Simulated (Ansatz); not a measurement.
# LiMg, space group P4/mmm: a convergence test of the k-point mesh

With the Ansatz DFT code, driven from Python.

Contents of `limg.cif`:
```cif
data_LiMg
_cell_length_a 3.378185
_cell_length_b 3.378185
_cell_length_c 3.552610
_cell_angle_alpha 90.00000
_cell_angle_beta 90.00000
_cell_angle_gamma 90.00000
_symmetry_space_group_name_H-M 'P 1'
_symmetry_Int_Tables_number 1
loop_
_symmetry_equiv_pos_as_xyz
'x, y, z'
loop_
_atom_site_label
_atom_site_type_symbol
_atom_site_fract_x
_atom_site_fract_y
_atom_site_fract_z
Li1 Li    0.000000    0.000000    0.000000
Mg2 Mg    0.500000    0.500000    0.500000
```

Interactive session:
```pycon
>>> import ansatz as az
>>> from ase.io import read
>>> atoms = read("limg.cif")
>>> xtal = az.Crystal.from_ase(atoms)
>>> xtal.resolved().tree()["lattice"]
((3.378185, 0.0, 0.0), (0.0, 3.378185, 0.0), (0.0, 0.0, 3.55261))
>>> model = xtal.calculation()
>>> model = model.occupations(az.OccupationsMethod.FERMI_DIRAC, width=0.05)
>>> model = model.functional(az.Functional.R2SCAN)
>>> rows = []
>>> for value in [1.0, 0.6, 0.4, 0.3]:
...     r = model.kpoints(spacing=value).run().report
...     rows.append((value, r["free_energy_ev"] / len(r["lattice"]["sites"]), r["n_iterations"], r["n_kpoints"]))
...
DeckWarning: basis.ecutwfc = 500 eV, auto-derived from the records' recommended cutoffs: set by Li (their level for a meta-GGA)
>>> print("spacing (1/A)   F/atom (eV)    iterations      k-points")
spacing (1/A)   F/atom (eV)    iterations      k-points
>>> for row in rows:
...     print(f"{str(row[0]):>12s}  {row[1]:12.5f}  {row[2]:12d}  {row[3]:12d}")
...
         1.0   -1065.63717             6             6
         0.6   -1065.82346             6            12
         0.4   -1065.82440             6            18
         0.3   -1065.82617             6            40
>>> for row in rows[:-1]:
...     shift = 1000 * (row[1] - rows[-1][1])
...     print(f"{row[0]}: {shift:+.2f} meV/atom" + ("  (within 2 meV)" if abs(shift) < 2 else ""))
...
1.0: +188.99 meV/atom
0.6: +2.71 meV/atom
0.4: +1.77 meV/atom  (within 2 meV)
```

From a spacing of 0.4 (5×5×5) on it stays within 2 meV an atom of the value at a spacing of 0.3 (7×7×6); the first row (a spacing of 1.0 (2×2×2)) is off by 189.0 meV and the last but one by 1.77 meV. This holds for F at a smearing of 0.05 eV; a narrower one needs a denser mesh.

Notes:
- The structure comes from a database of computed cells and needn't be a stable or known phase.
- Warnings are shown shortened and without file and line.
- Shifts are counted from the finest mesh, which is itself no proven limit.
- It ran for 6 s on 1 thread of Arm Neoverse V2, on a shared host, peak memory 0.44 GiB.

(Lines on the test bed's own set-up are left out of the output.)
